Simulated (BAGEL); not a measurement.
# Si2NH6Cl (SMILES N[SiH]([SiH3])Cl) at HF/6-31G(d) (density fitting with cc-pvqz-jkfit, spherical functions)

Aim: the energy change on altering one bond length of Si2NH6Cl at HF/6-31G* (density fitting with cc-pvqz-jkfit, spherical functions), from 2 runs. 

Program for the calculation: BAGEL 1.2.2.

1 further run of the same task is left out (set aside as unsound or not needed).

### 1 The system as given

The species is Si2NH6Cl (10 atoms), meant as a singlet with charge 0. As SMILES, `N[SiH]([SiH3])Cl`. The coordinates come from a PBE0-D4/def2-TZVP relaxation. This is one conformer, not always the lowest.

Bond lengths: N1–Si2 1.706 Å, Si2–Si3 2.336 Å, Si2–Cl4 2.083 Å, N1–H5 1.008 Å, N1–H6 1.008 Å, Si2–H7 1.482 Å, Si3–H8 1.486 Å, Si3–H9 1.489 Å, Si3–H10 1.488 Å. Some angles: N1–Si2–Si3 109.4°, N1–Si2–Cl4 114.5°, Si3–Si2–Cl4 106.1°, N1–Si2–H7 107.1°, Si3–Si2–H7 114.7°, Cl4–Si2–H7 105.1°, Si2–N1–H5 120.5°, Si2–N1–H6 120.3°, Si2–Si3–H8 110.2°, Si2–Si3–H9 108.8°.

### 2 A single-point energy at HF/6-31G(d) (density fitting with cc-pvqz-jkfit, spherical functions)

hf.json reads:

```json
{ "bagel" : [

{
  "title" : "molecule",
  "basis" : "6-31gs.json",
  "df_basis" : "cc-pvqz-jkfit",
  "angstrom" : true,
  "geometry" : [
    { "atom" : "N", "xyz" : [      -0.500400,       1.640400,      -0.476600 ] },
    { "atom" : "Si", "xyz" : [      -0.088700,       0.024400,      -0.834700 ] },
    { "atom" : "Si", "xyz" : [       0.678000,      -1.030800,       1.103600 ] },
    { "atom" : "Cl", "xyz" : [      -1.669600,      -1.135800,      -1.538400 ] },
    { "atom" : "H", "xyz" : [      -1.066800,       1.857300,       0.327900 ] },
    { "atom" : "H", "xyz" : [      -0.657600,       2.302300,      -1.220500 ] },
    { "atom" : "H", "xyz" : [       0.889100,       0.060000,      -1.948200 ] },
    { "atom" : "H", "xyz" : [       0.872200,      -2.482600,       0.855100 ] },
    { "atom" : "H", "xyz" : [      -0.336100,      -0.853800,       2.179500 ] },
    { "atom" : "H", "xyz" : [       1.962900,      -0.432600,       1.555400 ] }
  ]
},

{ "title" : "hf" },

{ "title" : "print", "file" : "orbitals.molden", "orbitals" : true }

]}
```

The basis set 6-31G* is read from a file made from the Basis Set Exchange's data (not shown).

Command:

```sh
$ BAGEL_NUM_THREADS=1 BAGEL hf.json > hf.out
```

Log:

```text
* using 1 threads per process

  ===============================================================
  ===============================================================

  *** Geometry ***

  { "atom" : "N", "xyz" : [     -0.945619,      3.099907,     -0.900643 ] },
  { "atom" : "Si", "xyz" : [     -0.167619,      0.046109,     -1.577354 ] },
  { "atom" : "Si", "xyz" : [      1.281234,     -1.947930,      2.085502 ] },
  { "atom" : "Cl", "xyz" : [     -3.155087,     -2.146351,     -2.907155 ] },
  { "atom" : "H", "xyz" : [     -2.015960,      3.509788,      0.619641 ] },
  { "atom" : "H", "xyz" : [     -1.242684,      4.350716,     -2.306411 ] },
  { "atom" : "H", "xyz" : [      1.680155,      0.113384,     -3.681564 ] },
  { "atom" : "H", "xyz" : [      1.648219,     -4.691434,      1.615905 ] },
  { "atom" : "H", "xyz" : [     -0.635137,     -1.613448,      4.118658 ] },
  { "atom" : "H", "xyz" : [      3.709343,     -0.817496,      2.939280 ] },

  Number of auxiliary basis functions:      856

  Since a DF basis is specified, we compute 2- and 3-index integrals:
    o Being stored without compression. Storage requirement is 0.044 GB

  Number of basis functions:       80
  Number of electrons      :       58

    * METHOD: MOLECULE                             0.95

  *** RHF ***

  === Nuclear Repulsion ===
   274.2857916591

      * DIIS with orbital gradients will be used.

  === RHF iteration (6-31gs.json) ===
      0      -1095.14901039          0.01712478           0.23
      1      -1095.27895346          0.00933028           0.22
      2      -1095.32192269          0.00141760           0.22
      3      -1095.32347620          0.00026212           0.20
      4      -1095.32355013          0.00006116           0.19
      5      -1095.32355453          0.00001263           0.21
      6      -1095.32355478          0.00000375           0.22
      7      -1095.32355480          0.00000112           0.23
      8      -1095.32355480          0.00000031           0.23
      9      -1095.32355480          0.00000011           0.23
     10      -1095.32355480          0.00000004           0.23
     11      -1095.32355480          0.00000001           0.22
     12      -1095.32355480          0.00000000           0.23
    * SCF iteration converged.

    * Permanent dipole moment:
           (   -0.231351,    -0.851281,    -0.300970) a.u.

    * METHOD: HF                                   3.24

    * METHOD: PRINT                                0.01

  ===============================================================
```

Run time: 4.5 s. Hardware: 1 thread of Arm Neoverse V1, shared host; peak memory 0.18 GiB.

### 3 The distorted shape

input.json reads:

```json
{ "bagel": [

{
  "title": "molecule",
  "basis": "6-31gs.json",
  "df_basis": "cc-pvqz-jkfit",
  "angstrom": true,
  "geometry": [
    { "atom": "N", "xyz": [   -0.597501,    2.366308,   -0.352349 ] },
    { "atom": "Si", "xyz": [   -0.185801,    0.750308,   -0.710449 ] },
    { "atom": "Si", "xyz": [    0.580899,   -0.304892,    1.227851 ] },
    { "atom": "Cl", "xyz": [   -1.766701,   -0.409892,   -1.414149 ] },
    { "atom": "H", "xyz": [   -1.163901,    2.583208,    0.452151 ] },
    { "atom": "H", "xyz": [   -0.754701,    3.028208,   -1.096249 ] },
    { "atom": "H", "xyz": [    0.791999,    0.785908,   -1.823949 ] },
    { "atom": "H", "xyz": [    0.872200,   -2.482600,    0.855100 ] },
    { "atom": "H", "xyz": [   -0.433201,   -0.127892,    2.303751 ] },
    { "atom": "H", "xyz": [    1.865799,    0.293308,    1.679651 ] }
  ]
},
{ "title": "hf" },
{ "title": "print", "file": "orbitals.molden", "orbitals": true }

]}
```

The basis set 6-31G* is read from a file made from the Basis Set Exchange's data (not shown).

Command:

```sh
$ BAGEL_NUM_THREADS=1 BAGEL input.json > input.out
```

Log:

```text
* using 1 threads per process

  ===============================================================
  ===============================================================

  *** Geometry ***

  { "atom" : "N", "xyz" : [     -1.129113,      4.471674,     -0.665843 ] },
  { "atom" : "Si", "xyz" : [     -0.351113,      1.417877,     -1.342554 ] },
  { "atom" : "Si", "xyz" : [      1.097740,     -0.576162,      2.320302 ] },
  { "atom" : "Cl", "xyz" : [     -3.338581,     -0.774584,     -2.672354 ] },
  { "atom" : "H", "xyz" : [     -2.199454,      4.881556,      0.854442 ] },
  { "atom" : "H", "xyz" : [     -1.426178,      5.722484,     -2.071610 ] },
  { "atom" : "H", "xyz" : [      1.496661,      1.485151,     -3.446764 ] },
  { "atom" : "H", "xyz" : [      1.648219,     -4.691434,      1.615905 ] },
  { "atom" : "H", "xyz" : [     -0.818631,     -0.241681,      4.353458 ] },
  { "atom" : "H", "xyz" : [      3.525849,      0.554272,      3.174080 ] },

  Number of auxiliary basis functions:      856

  Since a DF basis is specified, we compute 2- and 3-index integrals:
    o Being stored without compression. Storage requirement is 0.044 GB

  Number of basis functions:       80
  Number of electrons      :       58

    * METHOD: MOLECULE                             1.02

  *** RHF ***

  === Nuclear Repulsion ===
   271.8501204690

      * DIIS with orbital gradients will be used.

  === RHF iteration (6-31gs.json) ===
      0      -1095.06321984          0.01708860           0.25
      1      -1095.19494433          0.00936331           0.24
      2      -1095.23860847          0.00137994           0.24
      3      -1095.24013007          0.00027869           0.24
      4      -1095.24021075          0.00005834           0.24
      5      -1095.24021478          0.00001341           0.23
      6      -1095.24021506          0.00000425           0.24
      7      -1095.24021509          0.00000125           0.23
      8      -1095.24021509          0.00000036           0.24
      9      -1095.24021509          0.00000014           0.24
     10      -1095.24021509          0.00000005           0.24
     11      -1095.24021509          0.00000001           0.24
     12      -1095.24021509          0.00000000           0.24
    * SCF iteration converged.

    * Permanent dipole moment:
           (   -0.109464,    -1.405938,    -0.308656) a.u.

    * METHOD: HF                                   3.55

    * METHOD: PRINT                                0.01

  ===============================================================
```

It took 4.8 s on 1 thread of Arm Neoverse V1, shared host; peak memory 0.18 GiB.

### 4 Results

Level: HF/6-31G* (density fitting with cc-pvqz-jkfit, spherical functions).

| quantity | value |
| --- | --- |
| first shape: total energy | -1095.32355 Eh |
| first shape: dipole moment | 2.37 D |
| first shape: HOMO energy | -10.79 eV |
| first shape: LUMO energy | 3.31 eV |
| first shape: HOMO–LUMO gap | 14.10 eV |
| distorted shape: total energy | -1095.24022 Eh |
| distorted shape: dipole moment | 3.67 D |
| distorted shape: HOMO energy | -10.23 eV |
| distorted shape: LUMO energy | 1.77 eV |
| distorted shape: HOMO–LUMO gap | 12.00 eV |
| energy change with the Si3–H8 bond stretched from 1.486 to 2.228 Å | 2.268 eV |

With the Si3–H8 bond stretched from 1.486 to 2.228 Å the energy rises by 2.27 eV (219 kJ/mol). The first shape isn't relaxed at this level, so the change isn't measured from a minimum.
